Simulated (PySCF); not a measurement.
**One shape, several levels: C3H4B (SMILES BC1=C[CH]1)**

Wanted: a comparison of 4 runs (UCAM-B3LYP/cc-pV(D+d)Z, UCAM-B3LYP/cc-pVDZ, UCAM-B3LYP/cc-pV(T+d)Z, UCAM-B3LYP/cc-pVTZ) of C3H4B. Input form: a Python script.

The results are computed with PySCF 2.14.0.

## 1. The molecule

The species is C3H4B (8 atoms), meant as a doublet with charge 0. As SMILES, `BC1=C[CH]1`. The shape is that of a GFN2-xTB optimisation.

Bond lengths: B1–C2 1.479 Å, C2–C3 1.447 Å, C2–C4 1.446 Å, C3–C4 1.331 Å, B1–H5 1.173 Å, B1–H6 1.173 Å, C3–H7 1.064 Å, C4–H8 1.064 Å. Some angles: B1–C2–C3 152.5°, B1–C2–C4 152.7°, C3–C2–C4 54.8°, C2–C3–C4 62.6°, C2–C4–C3 62.6°, C2–B1–H5 119.5°, C2–B1–H6 119.6°, C2–C3–H7 149.3°, C4–C3–H7 148.1°, C2–C4–H8 149.1°.

## 2. The energy at UCAM-B3LYP/cc-pV(D+d)Z (run 1)

File calc.py:

```python
# BC1=C[CH]1
from pyscf import gto, dft

mol = gto.M(
    atom='''
B     -1.512178     2.398970    -0.820784
C     -0.081239     0.128671    -0.039325
C      2.092569    -1.526218    -0.154221
C      0.235082    -2.160675     1.418958
H     -0.638387     3.779131    -2.318618
H     -3.505480     2.794867     0.065630
H      3.894083    -1.962254    -0.932996
H     -0.484450    -3.452511     2.781356
''',
    verbose=4,
    unit='bohr',
    spin=1,
    basis='cc-pv(d+d)z',
    max_memory=1860,
)

mf = dft.UKS(mol, xc='cam-b3lyp')
mf.grids.level = 4
mf.conv_tol = 1e-10
mf.kernel()
if not mf.converged:
    mf = mf.newton().run(mf.mo_coeff, mf.mo_occ)

e_final = mf.e_tot
print('E = %.10f Eh' % e_final)
```

On the command line:

```sh
$ OMP_NUM_THREADS=1 python calc.py
```

The program printed:

```text
PySCF version 2.14.0

[... 106 lines left out ...]
converged SCF energy = -141.336894276431  <S^2> = 0.7517  2S+1 = 2.0016993
E = -141.3368942764 Eh
```

Run time: 29 s. Hardware: 1 thread of Arm Neoverse V2, shared host; peak memory 0.39 GiB.

## 3. The energy at UCAM-B3LYP/cc-pVDZ (run 2)

File run.py:

```python
from pyscf import gto, dft

mol = gto.M(
    atom='''
B       -0.800210       1.269480      -0.434340
C       -0.042990       0.068090      -0.020810
C        1.107340      -0.807640      -0.081610
C        0.124400      -1.143380       0.750880
H       -0.337820       1.999830      -1.226960
H       -1.855020       1.478980       0.034730
H        2.060660      -1.038380      -0.493720
H       -0.256360      -1.826990       1.471830
''',
    spin=1,
    basis='cc-pvdz',
    verbose=4,
    max_memory=1860,
)

myscf = dft.UKS(mol, xc='cam-b3lyp')
myscf.conv_tol = 1e-10
myscf.grids.level = 4
myscf.kernel()
if not myscf.converged:
    myscf = myscf.newton().run(myscf.mo_coeff, myscf.mo_occ)

e_tot = myscf.e_tot
print('E = %.10f Eh' % e_tot)
```

On the command line:

```sh
$ OMP_NUM_THREADS=1 python run.py
```

The program printed:

```text
PySCF version 2.14.0

[... 106 lines left out ...]
converged SCF energy = -141.336894248995  <S^2> = 0.75170001  2S+1 = 2.0016993
E = -141.3368942490 Eh
```

Run time: 28 s. Hardware: 1 thread of Arm Neoverse V2, shared host; peak memory 0.38 GiB.

Run 3 isn't shown in full; the table further down has it.

## 4. A single-point energy at UCAM-B3LYP/cc-pVTZ (run 4)

File calc.py:

```python
from pyscf import gto, dft

system = gto.M(
    atom='''
B     -1.512178     2.398970    -0.820784
C     -0.081239     0.128671    -0.039325
C      2.092569    -1.526218    -0.154221
C      0.235082    -2.160675     1.418958
H     -0.638387     3.779131    -2.318618
H     -3.505480     2.794867     0.065630
H      3.894083    -1.962254    -0.932996
H     -0.484450    -3.452511     2.781356
''',
    verbose=3,
    spin=1,
    basis='cc-pvtz',
    max_memory=1860,
    charge=0,
    unit='bohr',
)

mf = dft.UKS(system)
mf.xc = 'cam-b3lyp'
mf.conv_tol = 1e-10
mf.grids.level = 4
mf.kernel()
if not mf.converged:
    mf = mf.newton().run(mf.mo_coeff, mf.mo_occ)

energy = mf.e_tot
print('Final energy', energy)
```

On the command line:

```sh
$ OMP_NUM_THREADS=1 python calc.py
```

The program printed:

```text
WARN: HOMO -0.1733158197072 >= LUMO -0.173315819707206

converged SCF energy = -141.383920671876  <S^2> = 0.75207116  2S+1 = 2.0020701
Final energy -141.38392067187561
```

It took 2.3 min on 1 thread of Arm Neoverse V2, shared host; peak memory 1.5 GiB.

## 5. Overview of the runs

| run | level | energy (Eh) | dipole moment (D) | HOMO energy (eV) | LUMO energy (eV) | wall time |
| --- | --- | --- | --- | --- | --- | --- |
| 1 | UCAM-B3LYP/cc-pV(D+d)Z | -141.336894 | 3.79 | -6.57 | -1.00 | 29 s |
| 2 | UCAM-B3LYP/cc-pVDZ | -141.336894 | 3.79 | -6.57 | -1.00 | 28 s |
| 3 | UCAM-B3LYP/cc-pV(T+d)Z | -141.383921 | 3.81 | -6.66 | -1.16 | 2.3 min |
| 4 | UCAM-B3LYP/cc-pVTZ | -141.383921 | 3.81 | -6.66 | -1.16 | 2.3 min |

## 6. What came out

| quantity | value |
| --- | --- |
| run 4: total energy | -141.38392 Eh |
| run 4: dipole moment | 3.81 D |
| run 4: HOMO energy (highest over α and β) | -6.66 eV |
| run 4: LUMO energy (lowest over α and β) | -1.16 eV |
| run 4: ⟨S²⟩ | 0.752 |

**Reading.** The dipole moment (its size) runs from 3.79 D (UCAM-B3LYP/cc-pV(D+d)Z) to 3.81 D (UCAM-B3LYP/cc-pV(T+d)Z). All runs together took 5.6 min, the longest 2.3 min.
